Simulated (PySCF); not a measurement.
# What single edits do to a PySCF run on NaBr⁻

A base run and a few variants of its settings.

The runs use PySCF 2.14.0; method and basis as typed in the scripts.

3 further runs of the same task are left out: 3 that didn't finish.

## Step 1: The starting structure

NaBr⁻: 2 atoms, charge -1, spin multiplicity 2.

Bond lengths: Na1–Br2 2.595 Å.

## Step 2: Base script

Input file input.py:

```python
from pyscf import gto, dft
from pyscf.geomopt.geometric_solver import optimize

mol = gto.M(
    atom='Na 0 0 0; Br 0 0 2.595',
    basis='cc-pvdz',
    charge=-1,
    spin=1,
    symmetry=True,
    verbose=4,
)
mf = dft.UKS(mol, xc='revpbe')
mf.kernel()
g = mf.nuc_grad_method()
g.grid_response = True
mol_eq = optimize(g.as_scanner(), maxsteps=30)
print('optimised geometry (angstrom)')
print(mol_eq.tostring('raw'))
print('orbital energies (hartree):', [e[max(0, n-3):n+3].round(4) for e, n in zip(mf.mo_energy, mol.nelec)])
```

Started as:

```console
$ OMP_NUM_THREADS=1 python input.py
```

Its log is not repeated here.

Base result: at the starting geometry E(SCF) = -2736.256997 Eh, 9 cycles, ⟨S²⟩ = 0.750, optimised bond 2.708 Å in 5 steps; the optimisation lowers the energy by 0.021 eV.

## Step 3: Cartesian functions on

Variant 1 changes Cartesian functions: off → on.

Input file input.py:

```python
from pyscf import gto, dft
from pyscf.geomopt.geometric_solver import optimize

mol = gto.M(
    atom='Na 0 0 0; Br 0 0 2.595',
    basis='cc-pvdz',
    charge=-1,
    spin=1,
    symmetry=True,
    cart=True,
    verbose=4,
)
mf = dft.UKS(mol, xc='revpbe')
mf.kernel()
g = mf.nuc_grad_method()
g.grid_response = True
mol_eq = optimize(g.as_scanner(), maxsteps=30)
print('optimised geometry (angstrom)')
print(mol_eq.tostring('raw'))
print('orbital energies (hartree):', [e[max(0, n-3):n+3].round(4) for e, n in zip(mf.mo_energy, mol.nelec)])
```

Started as:

```console
$ OMP_NUM_THREADS=1 python input.py
```

Q: Predict the outcome of this session. Wanted: for each run, E(SCF); from base; gap, α spin; after the SCF.

As calculated:

| run | E(SCF) (hartree) | from base (eV) | cycles | gap, α spin (eV) | after the SCF |
| --- | --- | --- | --- | --- | --- |
| base | -2736.256997 | 0 | 9 | 1.40 | bond 2.708 Å, -0.021 eV |
| Cartesian functions on | -2736.259137 | -0.0582 | 9 | 1.40 | bond 2.706 Å, -0.021 eV |

SCF columns refer to the geometry typed in the script.

Distance from each run's final energy (log10 hartree) by cycle:

| run | cycle 1 | cycle 2 | cycle 3 | cycle 5 | cycle 8 | cycle 12 |
| --- | --- | --- | --- | --- | --- | --- |
| base | -1.3 | -0.7 | -3.1 | -5.3 | -10.4 | done |
| Cartesian functions on | -1.3 | -0.7 | -3.1 | -5.4 | -10.2 | done |

The highest filled level of this anion is positive: the basis lacks diffuse functions or the electron is not bound, so these numbers hang on the basis.
